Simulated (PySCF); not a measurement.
# BiH5: from a template to the relaxed complex

Aim: find the relaxed shape of BiH5, test it by its vibrations, and read charges and levels. The structure is generated, not taken from experiment.

The runs use PySCF 2.14.0; PBE0, Bi def2-SVP with ECP60, H def2-SVP; scalar-relativistic core potentials, no spin–orbit coupling.

2 further runs of the same task are left out: 2 for a known fault of the program.

### Step 1. The system as given

6 atoms, charge 0, spin multiplicity 1.

Bond lengths: Bi1–H2 2.040 Å, Bi1–H3 2.040 Å, Bi1–H4 2.040 Å, Bi1–H5 2.040 Å, Bi1–H6 2.040 Å. Angles: H2–Bi1–H3 103.1°, H2–Bi1–H4 103.1°, H2–Bi1–H5 103.1°, H2–Bi1–H6 103.1°, H3–Bi1–H4 87.0°, H3–Bi1–H5 153.7°, H3–Bi1–H6 87.0°, H4–Bi1–H5 87.0°, H4–Bi1–H6 153.7°, H5–Bi1–H6 87.0°.

Coordinates:

```
Bi    0.0000    0.0000    0.0000
H     0.0000    0.0000    2.0400
H     1.9866    0.0000   -0.4635
H     0.0000    1.9866   -0.4635
H    -1.9866    0.0000   -0.4635
H     0.0000   -1.9866   -0.4635
```

Formal oxidation states: Bi +5.

### Step 2. SCF at the start, singlet

The input, run.py (the lines that set the calculation):

```python
mol = gto.M(atom='''
Bi     0.00000     0.00000     0.00000
H      0.00000     0.00000     2.04000
H      1.98660     0.00000    -0.46350
H      0.00000     1.98660    -0.46350
H     -1.98660     0.00000    -0.46350
H      0.00000    -1.98660    -0.46350''',
    basis={'Bi': 'def2-SVP', 'H': 'def2-SVP'},
    ecp={'Bi': 'def2-SVP'},
    charge=0, spin=0)
mf = dft.RKS(mol, xc='PBE0')
mf.grids.atom_grid = (50, 194)
mf = mf.density_fit()  # fitting sets: Bi def2-universal-JKFIT, H def2-universal-JKFIT
mf.conv_tol = 1e-08; mf.max_cycle = 55
mf.kernel(dm0)  # dm0: free metal ions and neutral atoms
```

Started as:

```bash
$ OMP_NUM_THREADS=2 python run.py
```

What it wrote:

```text
init E= -217.03021027705
  HOMO = -0.206008361864274  LUMO = -0.1390497512354  gap/eV = 1.82204
cycle= 1 E= -217.385242814724  delta_E= -0.355  |g|= 0.112  |ddm|= 1.91
  HOMO = -0.227105024645414  LUMO = -0.116571431795761  gap/eV = 3.00777
cycle= 2 E= -217.386548923085  delta_E= -0.00131  |g|= 0.122  |ddm|= 0.415
  HOMO = -0.236236013754584  LUMO = -0.122620993020615  gap/eV = 3.09162
cycle= 3 E= -217.393149109685  delta_E= -0.0066  |g|= 0.00778  |ddm|= 0.198
  HOMO = -0.23560480219876  LUMO = -0.121573496565173  gap/eV = 3.10295
cycle= 4 E= -217.39316418942  delta_E= -1.51e-05  |g|= 0.00113  |ddm|= 0.0111
  HOMO = -0.235378565676427  LUMO = -0.121482382531731  gap/eV = 3.09927
cycle= 5 E= -217.393164554076  delta_E= -3.65e-07  |g|= 0.000694  |ddm|= 0.00319
  HOMO = -0.235445651800613  LUMO = -0.12147699208117  gap/eV = 3.10125
cycle= 6 E= -217.393164814278  delta_E= -2.6e-07  |g|= 5.65e-05  |ddm|= 0.00128
  HOMO = -0.235456599713079  LUMO = -0.121488042470427  gap/eV = 3.10124
cycle= 7 E= -217.393164815375  delta_E= -1.1e-09  |g|= 8.02e-06  |ddm|= 0.000102
  HOMO = -0.235455870811586  LUMO = -0.12148849411463  gap/eV = 3.10121
Extra cycle  E= -217.39316481539  delta_E= -1.5e-11  |g|= 5.05e-06  |ddm|= 2.49e-05
converged SCF energy = -217.39316481539
```

Run time: 0.7 s. Hardware: 2 threads of Arm Neoverse V2, shared host; peak memory 0.32 GiB.

Read off: E = -217.393165 Eh, HOMO -6.41 eV, LUMO -3.31 eV, Mulliken charge on Bi1 +0.37 e. 

### Step 3. Relaxation, singlet

Steps are kept in the start's point group, C4v.

The input, run.py (the lines that set the calculation):

```python
mol = gto.M(atom='''
Bi     0.00000     0.00000    -0.00088
H      0.00000     0.00000     2.03912
H      1.98660     0.00000    -0.46438
H      0.00000     1.98660    -0.46438
H     -1.98660     0.00000    -0.46438
H      0.00000    -1.98660    -0.46438''',
    basis={'Bi': 'def2-SVP', 'H': 'def2-SVP'},
    ecp={'Bi': 'def2-SVP'},
    charge=0, spin=0)
mf = dft.RKS(mol, xc='PBE0')
mf.grids.atom_grid = (50, 194)
mf = mf.density_fit()  # fitting sets: Bi def2-universal-JKFIT, H def2-universal-JKFIT
mf.conv_tol = 1e-08; mf.max_cycle = 55
mf.kernel(dm0)  # dm0: an SCF of this state at this start
# quasi-Newton relaxation in Cartesian coordinates to a largest gradient under 0.00045 Eh/bohr, steps kept in the point group
```

Started as:

```bash
$ OMP_NUM_THREADS=2 python run.py
```

The driver keeps no SCF log for this step, only its results.

Wall time 3.9 s (2 threads of Arm Neoverse V2, shared host).

The steps of the relaxation:

```tsv
step	energy from step 1 (eV)	largest force component (eV/Å)
1	0.0000	2.2776
2	-0.7138	1.4886
3	-1.0145	0.7782
4	-1.0355	0.1430
5	-1.0367	0.0135
6	-1.0367	0.0007
```

Distances of close pairs at the start and the end, largest changes first:

```tsv
bond	before (Å)	after (Å)	change (Å)
Bi1–H2	2.040	1.754	-0.286
Bi1–H3	2.040	1.846	-0.193
Bi1–H4	2.040	1.846	-0.193
Bi1–H5	2.040	1.846	-0.193
Bi1–H6	2.040	1.846	-0.193
```

It ends in C4v at E = -217.431263 Eh.

```tsv
atom	x (Å)	y (Å)	z (Å)
Bi1	0.0000	0.0000	-0.0178
H2	0.0000	0.0000	1.7366
H3	1.8097	0.0000	-0.3845
H4	0.0000	1.8097	-0.3845
H5	-1.8097	0.0000	-0.3845
H6	0.0000	-1.8097	-0.3845
```

### Step 4. The relaxed geometry turned into its symmetry frame

The input, run.py (the lines that set the calculation):

```python
mol = gto.M(atom='''
Bi     0.00000     0.00000    -0.00135
H      0.00000     0.00000     1.75304
H      1.80971     0.00000    -0.36803
H      0.00000     1.80971    -0.36803
H     -1.80971     0.00000    -0.36803
H      0.00000    -1.80971    -0.36803''',
    basis={'Bi': 'def2-SVP', 'H': 'def2-SVP'},
    ecp={'Bi': 'def2-SVP'},
    charge=0, spin=0)
mf = dft.RKS(mol, xc='PBE0')
mf.grids.atom_grid = (50, 194)
mf = mf.density_fit()  # fitting sets: Bi def2-universal-JKFIT, H def2-universal-JKFIT
mf.conv_tol = 1e-08; mf.max_cycle = 55
mf.kernel(dm0)  # dm0: free metal ions and neutral atoms
```

Started as:

```bash
$ OMP_NUM_THREADS=2 python run.py
```

What it wrote:

```text
init E= -217.303258356879
  HOMO = -0.199945375829786  LUMO = -0.0926549941734516  gap/eV = 2.91952
cycle= 1 E= -217.429187108545  delta_E= -0.126  |g|= 0.0633  |ddm|=  2.1
  HOMO = -0.220290015778834  LUMO = -0.0668747522353961  gap/eV = 4.17464
cycle= 2 E= -217.430498778305  delta_E= -0.00131  |g|= 0.04  |ddm|= 0.172
  HOMO = -0.224083539348366  LUMO = -0.0694372239193246  gap/eV = 4.20814
cycle= 3 E= -217.431254499385  delta_E= -0.000756  |g|= 0.0052  |ddm|= 0.0658
  HOMO = -0.22328864339795  LUMO = -0.0685606561051451  gap/eV = 4.21036
cycle= 4 E= -217.431262641475  delta_E= -8.14e-06  |g|= 0.00136  |ddm|= 0.00974
  HOMO = -0.223341023312591  LUMO = -0.0686685246580776  gap/eV = 4.20885
cycle= 5 E= -217.431263059264  delta_E= -4.18e-07  |g|= 0.000424  |ddm|= 0.00282
  HOMO = -0.223333760332782  LUMO = -0.0686453658312756  gap/eV = 4.20929
cycle= 6 E= -217.431263117411  delta_E= -5.81e-08  |g|= 2.2e-05  |ddm|= 0.000745
  HOMO = -0.223339633012474  LUMO = -0.0686498540464386  gap/eV = 4.20932
cycle= 7 E= -217.431263117584  delta_E= -1.73e-10  |g|= 3.56e-06  |ddm|= 4.85e-05
  HOMO = -0.223339308684694  LUMO = -0.0686500080396852  gap/eV = 4.20931
Extra cycle  E= -217.431263117588  delta_E= -4.69e-12  |g|= 2.49e-06  |ddm|= 1.18e-05
converged SCF energy = -217.431263117588
```

It took 0.3 s on 2 threads of Arm Neoverse V2, shared host.

Read off: E = -217.431263 Eh, HOMO -6.08 eV, LUMO -1.87 eV, Mulliken charge on Bi1 +0.42 e. 

### Step 5. Harmonic vibrations

Changes to run.py (the lines that set the calculation) since step 4:

```diff
@@ -13,3 +13,4 @@
 mf = mf.density_fit()  # fitting sets: Bi def2-universal-JKFIT, H def2-universal-JKFIT
-mf.conv_tol = 1e-08; mf.max_cycle = 55
-mf.kernel(dm0)  # dm0: free metal ions and neutral atoms
+mf.conv_tol = 1e-10; mf.max_cycle = 55
+mf.kernel(dm0)  # dm0: the density of the relaxed state
+# Hessian and dipole derivatives by central differences of gradients, 0.02 bohr
```

Started as:

```bash
$ OMP_NUM_THREADS=2 python run.py
```

No log is kept here; the results follow.

Run time: 7 s. Hardware: 2 threads of Arm Neoverse V2, shared host.

Point group C4v; negative numbers are unstable modes, and those under 60 cm⁻¹ are near the numerical noise:

```tsv
cm⁻¹	km/mol	symmetry
-304	0.0	b1
648	160.3	a1
709	61.0	e
709	61.0	e
867	281.1	e
867	281.1	e
1071	0.0	b2
1451	0.0	b1
1569	465.4	e
1569	465.4	e
1738	6.1	a1
1962	111.4	a1
```

### Step 6. Displaced along the imaginary mode

Steps are kept in the start's point group, C2v.

The input, run.py (the lines that set the calculation):

```python
mol = gto.M(atom='''
Bi     0.00000     0.00000    -0.00135
H      0.00000     0.00000     1.75304
H      1.73978     0.00000    -0.60805
H      0.00000     1.87964    -0.12801
H     -1.73978     0.00000    -0.60805
H      0.00000    -1.87964    -0.12801''',
    basis={'Bi': 'def2-SVP', 'H': 'def2-SVP'},
    ecp={'Bi': 'def2-SVP'},
    charge=0, spin=0)
mf = dft.RKS(mol, xc='PBE0')
mf.grids.atom_grid = (50, 194)
mf = mf.density_fit()  # fitting sets: Bi def2-universal-JKFIT, H def2-universal-JKFIT
mf.conv_tol = 1e-08; mf.max_cycle = 55
mf.kernel(dm0)  # dm0: an SCF of this state at this start
# quasi-Newton relaxation in Cartesian coordinates to a largest gradient under 0.00045 Eh/bohr, steps kept in the point group
```

Started as:

```bash
$ OMP_NUM_THREADS=2 python run.py
```

No log is kept here; the results follow.

Wall time 6 s (2 threads of Arm Neoverse V2, shared host).

Step by step:

```tsv
step	energy from step 1 (eV)	largest force component (eV/Å)
1	0.0000	0.2609
2	-0.0149	0.1340
3	-0.0262	0.0723
4	-0.0380	0.1632
5	-0.0514	0.1615
6	-0.0555	0.1034
7	-0.0568	0.0482
8	-0.0571	0.0194
9	-0.0571	0.0085
```

Distances of close pairs at the start and the end, largest changes first:

```tsv
bond	before (Å)	after (Å)	change (Å)
Bi1–H3	1.843	1.797	-0.045
Bi1–H5	1.843	1.797	-0.045
Bi1–H2	1.754	1.798	+0.044
Bi1–H4	1.884	1.867	-0.017
Bi1–H6	1.884	1.867	-0.017
```

It ends in D3h at E = -217.434148 Eh.

```tsv
atom	x (Å)	y (Å)	z (Å)
Bi1	0.00000	0.00000	0.04618
H2	0.00000	0.00000	1.84419
H3	1.55699	0.00000	-0.85197
H4	0.00000	1.86729	0.04657
H5	-1.55699	0.00000	-0.85197
H6	0.00000	-1.86729	0.04657
```

### Step 7. The relaxed geometry turned into its symmetry frame

The input, run.py (the lines that set the calculation):

```python
mol = gto.M(atom='''
Bi     0.00000     0.00000     0.00000
H     -0.00018     0.00000     1.79765
H      1.55690     0.00000    -0.89867
H      0.00000     1.86729     0.00000
H     -1.55672     0.00000    -0.89898
H      0.00000    -1.86729     0.00000''',
    basis={'Bi': 'def2-SVP', 'H': 'def2-SVP'},
    ecp={'Bi': 'def2-SVP'},
    charge=0, spin=0)
mf = dft.RKS(mol, xc='PBE0')
mf.grids.atom_grid = (50, 194)
mf = mf.density_fit()  # fitting sets: Bi def2-universal-JKFIT, H def2-universal-JKFIT
mf.conv_tol = 1e-08; mf.max_cycle = 55
mf.kernel(dm0)  # dm0: free metal ions and neutral atoms
```

Started as:

```bash
$ OMP_NUM_THREADS=2 python run.py
```

What it wrote:

```text
init E= -217.306983107072
  HOMO = -0.199947100662381  LUMO = -0.0821338629709798  gap/eV = 3.20586
cycle= 1 E= -217.429465814311  delta_E= -0.122  |g|= 0.0839  |ddm|=  2.1
  HOMO = -0.216455071925626  LUMO = -0.0627987665506087  gap/eV = 4.18120
cycle= 2 E= -217.430369691832  delta_E= -0.000904  |g|= 0.078  |ddm|= 0.523
  HOMO = -0.222630543058242  LUMO = -0.062407032707422  gap/eV = 4.35990
cycle= 3 E= -217.434142845851  delta_E= -0.00377  |g|= 0.00344  |ddm|= 0.253
  HOMO = -0.222114327220718  LUMO = -0.0617115238127965  gap/eV = 4.36478
cycle= 4 E= -217.434148070437  delta_E= -5.22e-06  |g|= 0.000701  |ddm|= 0.0124
  HOMO = -0.22222082828082  LUMO = -0.0617227969589642  gap/eV = 4.36737
cycle= 5 E= -217.434148289527  delta_E= -2.19e-07  |g|= 8.51e-05  |ddm|= 0.00154
  HOMO = -0.22223241675791  LUMO = -0.0617326371129208  gap/eV = 4.36742
cycle= 6 E= -217.434148293193  delta_E= -3.67e-09  |g|= 9.68e-06  |ddm|= 0.000191
  HOMO = -0.222231949911552  LUMO = -0.0617305542968918  gap/eV = 4.36747
Extra cycle  E= -217.434148293206  delta_E= -1.3e-11  |g|= 7.62e-06  |ddm|= 3.96e-05
converged SCF energy = -217.434148293206
```

Wall time 0.3 s (2 threads of Arm Neoverse V2, shared host).

It gives: E = -217.434148 Eh, HOMO -6.05 eV, LUMO -1.68 eV, Mulliken charge on Bi1 +0.42 e. 

### Step 8. Frequencies and infrared intensities

Changes to run.py (the lines that set the calculation) since step 7:

```diff
@@ -13,3 +13,4 @@
 mf = mf.density_fit()  # fitting sets: Bi def2-universal-JKFIT, H def2-universal-JKFIT
-mf.conv_tol = 1e-08; mf.max_cycle = 55
-mf.kernel(dm0)  # dm0: free metal ions and neutral atoms
+mf.conv_tol = 1e-10; mf.max_cycle = 55
+mf.kernel(dm0)  # dm0: the density of the relaxed state
+# Hessian and dipole derivatives by central differences of gradients, 0.02 bohr
```

Started as:

```bash
$ OMP_NUM_THREADS=2 python run.py
```

No log is kept here; the results follow.

It took 6.4 s on 2 threads of Arm Neoverse V2, shared host.

Point group D3h; negative numbers are unstable modes, and those under 60 cm⁻¹ are near the numerical noise:

```tsv
cm⁻¹	km/mol	symmetry
394	11.0	e'
394	11.0	e'
748	252.4	e'
748	252.4	e'
822	383.8	a2''
981	0.0	e''
981	0.0	e''
1476	0.0	a1'
1517	662.3	a2''
1760	236.2	e'
1760	236.2	e'
1783	0.0	a1'
```

### Step 9. Charges, bond orders and levels

The input, run.py (the lines that set the calculation):

```python
mol = gto.M(atom='''
Bi     0.00000     0.00000     0.04618
H      0.00000     0.00000     1.84419
H      1.55699     0.00000    -0.85197
H      0.00000     1.86729     0.04657
H     -1.55699     0.00000    -0.85197
H      0.00000    -1.86729     0.04657''',
    basis={'Bi': 'def2-SVP', 'H': 'def2-SVP'},
    ecp={'Bi': 'def2-SVP'},
    charge=0, spin=0)
mf = dft.RKS(mol, xc='PBE0')
mf.grids.atom_grid = (75, 302)
mf = mf.density_fit()  # fitting sets: Bi def2-universal-JKFIT, H def2-universal-JKFIT
mf.conv_tol = 1e-09; mf.max_cycle = 55
mf.kernel(dm0)  # dm0: the density of the relaxed state
```

Started as:

```bash
$ OMP_NUM_THREADS=2 python run.py
```

What it wrote:

```text
init E= -217.434142252156
  HOMO = -0.222238767716539  LUMO = -0.0617321102188164  gap/eV = 4.36761
cycle= 1 E= -217.434142253331  delta_E= -1.18e-09  |g|= 2.41e-05  |ddm|= 0.000207
  HOMO = -0.222237217687718  LUMO = -0.0617327861936516  gap/eV = 4.36755
cycle= 2 E= -217.434142253419  delta_E= -8.74e-11  |g|= 1.98e-05  |ddm|= 8.3e-05
  HOMO = -0.222237116161306  LUMO = -0.0617309389717606  gap/eV = 4.36760
Extra cycle  E= -217.43414225347  delta_E= -5.15e-11  |g|= 1.65e-05  |ddm|= 6.8e-05
converged SCF energy = -217.43414225347
```

It took 2.2 s on 2 threads of Arm Neoverse V2, shared host.

Result: E = -217.434142 Eh, HOMO -6.05 eV, LUMO -1.68 eV, Mulliken charge on Bi1 +0.42 e, largest force component 0.010 eV/Å. 

Löwdin charges:

```tsv
atom	value (e)
Bi1	0.52
H2	-0.08
H3	-0.08
H4	-0.14
H5	-0.08
H6	-0.14
```

Mulliken charges: Bi1 +0.42, H2 -0.05, H3 -0.05, H4 -0.13, H5 -0.05, H6 -0.13 e.

Contacts (the nearest donor of each ligand) and Mayer bond orders:

```tsv
contact	distance (Å)	bond order
Bi1–H2 (H)	1.798	0.82
Bi1–H3 (H)	1.797	0.82
Bi1–H4 (H)	1.867	0.73
Bi1–H5 (H)	1.797	0.82
Bi1–H6 (H)	1.867	0.73
```

Mulliken populations of Bi1 outside the core potential: s 3.63, p 8.73, d 10.22.

Orbitals, density, ELF and potential are computed afterwards from the orbital file.

Frontier orbitals at PBE0, with the share of their density that lies nearest to each atom:

```tsv
orbital	energy (eV)	lies on
HOMO	-6.05	H4, H6 about 30 % each; H2, H3, H5 about 12 % each
LUMO	-1.68	Bi1 19 %; 5 H atoms about 16 % each
```

ELF in a plane through or near 3 of the atoms.

Ten even steps from '0' (0.00) to '9' (1.00):
```
0000000000000000000000000000
0000000000000000000000000000
0000000000000000000000000000
0000000000013553100000000000
0000000000036886310000000000
0000000000147887410000000000
0000023210135665310123200000
0001589864233333324689851000
0005999998433553348999995000
0017999999336446339999997100
0017999999336446339999997100
0005999998433553348999995000
0001589864233333324689851000
0000023210135665310123200000
0000000000147887410000000000
0000000000036886310000000000
0000000000013553100000000000
0000000000000000000000000000
0000000000000000000000000000
0000000000000000000000000000
```
The map spans 8.9 Å across and 8.3 Å up, centred on the molecule. Atoms in the plane (x, y in Å): Bi1 (0.0, 0.0), H4 (1.9, 0.0), H6 (-1.9, 0.0).

On the surface of density 0.002 e/bohr³ the electrostatic potential runs, from the 1st to the 99th percentile, from -0.65 to 1.45 V.

### Step 10. Summary of results

| quantity | value |
| --- | --- |
| state and point group | singlet, D3h |
| first geometry: modes | -304 to 1962 cm⁻¹, 1 unstable |
| first geometry: strongest infrared band (modes within 1.5 cm⁻¹ summed) | 1569 cm⁻¹ (931 km/mol) |
| modes | 394 to 1783 cm⁻¹, none unstable |
| strongest infrared band (modes within 1.5 cm⁻¹ summed) | 1517 cm⁻¹ (662 km/mol) |
| zero-point energy | 0.828 eV |
| ideal gas, 298 K, 1 bar | S = 251.6, Cp = 58.8 J/(mol K) |
| metal–ligand contacts | 1.80 to 1.87 Å |
| frontier levels | HOMO -6.05 eV, LUMO -1.68 eV |
| dipole | 0.00 D |
| mean polarisability | 7.3 Å³ |

At the first geometry 1 mode is unstable, so this structure is a saddle point; the molecule was then pushed along the lowest one and relaxed again. All modes are real, so the structure is a minimum. The metal carries +0.52 e by Löwdin's partition against a formal +5, and bond orders to the nearest donors reach 0.82. Both measures hang on the basis. Leaving the first, C4v structure gained 0.08 eV and gave D3h. One start shape was tried, so another isomer may lie lower. These are double-zeta-type bases without diffuse functions. Spin–orbit coupling is left out.
